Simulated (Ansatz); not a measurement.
# MoSe (zincblende): equation of state

The task here is to estimate one member of a computed series from the others.

Program: Ansatz 0.2.0. Level of theory: DFT PBE, scalar-relativistic, plane waves, PAW. These are calculated values, not measurements.

1 further run of the same task is left out (set aside as unsound or not needed). Runs told in other sessions of the task aren't counted.

### The structure to begin with

The structure is cubic, space group F-43m (No. 216). The conventional cell has a = 5.681 Å, b = 5.681 Å, c = 5.681 Å, α = 90.00°, β = 90.00°, γ = 90.00°. Mo (site symmetry -43m) has 4 Se at 2.46 Å in its first shell of neighbours. Around Se (site symmetry -43m) lie 4 Mo at 2.46 Å.

Coordinates:

```cif
data_structure
_symmetry_space_group_name_H-M 'P 1'
_symmetry_Int_Tables_number 1
_cell_length_a 4.0171
_cell_length_b 4.0171
_cell_length_c 4.0171
_cell_angle_alpha 60.000
_cell_angle_beta 60.000
_cell_angle_gamma 60.000
_cell_volume 45.84
loop_
_atom_site_label
_atom_site_type_symbol
_atom_site_fract_x
_atom_site_fract_y
_atom_site_fract_z
_atom_site_occupancy
Mo1 Mo 0.00000 0.00000 0.00000 1
Se1 Se 0.25000 0.25000 0.25000 1
```

This cell comes from an earlier session at PBE: 22.919 Å³/atom at -0.09 GPa, on a 10×10×10 mesh.

Volume factors to run: 0.980, 1.020, 0.960, 1.040, 1.070, 1.100, 0.945.

The first run:

Input file input.yaml:

```yaml
crystal:
  lattice:
    - [0.0, 2.8214546847, 2.8214546847]
    - [2.8214546847, 0.0, 2.8214546847]
    - [2.8214546847, 2.8214546847, 0.0]
  atoms:
    - { symbol: Mo, position: [0.0, 0.0, 0.0], spin: 0.91 }
    - { symbol: Se, position: [0.25, 0.25, 0.25] }
basis:
  ecutwfc: 420
  ecutrho_ratio: 4
kpoints:
  mp_grid: { grid: [10, 10, 10] }
hamiltonian:
  xc: pbe
scf:
  occupations: { method: gaussian, width: 0.05 }
output:
  forces: true
  stress: true
  eigenvalues: true
  populations: true
magnetization:
  spin_polarized: true
```

Launch:

```
$ ansatz run input.yaml --threads 2 --pin off --max-ram 2662MiB --backend cpu --events-out ev --progress --plain --runs-dir out
```

Steps of the session up to this table: Volume × 0.980; At 1.020 of the relaxed volume; Volume × 0.960; Volume × 1.040; Scaling the volume by 1.070; Volume × 1.100; Volume × 0.945.

One table of the session follows, with a row left open; its other results are not shown here.

It belongs to the step «Energy and pressure against volume». 

```
volume (Å³/atom)  energy (meV/atom)  pressure (GPa)  moment of atom 1 (μB)
          21.658              21.23            4.61                   0.00
          22.002              11.78            4.45                   0.78
          22.460               2.58            2.03                   0.80
          22.919               0.00           -0.09                   0.83
          23.377               2.89           -1.92                   0.88
          23.836                  ?               ?                      ?
          24.523              31.20           -5.88                   0.93
          25.211              60.68           -7.77                   0.95
```

Q: Estimate the row for volume (Å³/atom) = 23.836 from the others.

Worked estimate for «energy (meV/atom)». A straight line through the neighbours (23.377, 2.89) and (24.523, 31.20) gives 2.89 + (31.20 − 2.89) × (23.836 − 23.377) / (24.523 − 23.377) = 14.23; a parabola fitted to 4 rows on both sides gives 11.03.

The run gave: energy (meV/atom): 10.71; pressure (GPa): -3.62; moment of atom 1 (μB): 0.90. In «energy (meV/atom)» the line misses by +3.52 and the parabola by +0.32.

Limits of these values: Warnings in the runs' records: stability check not made, seeded moment not kept.
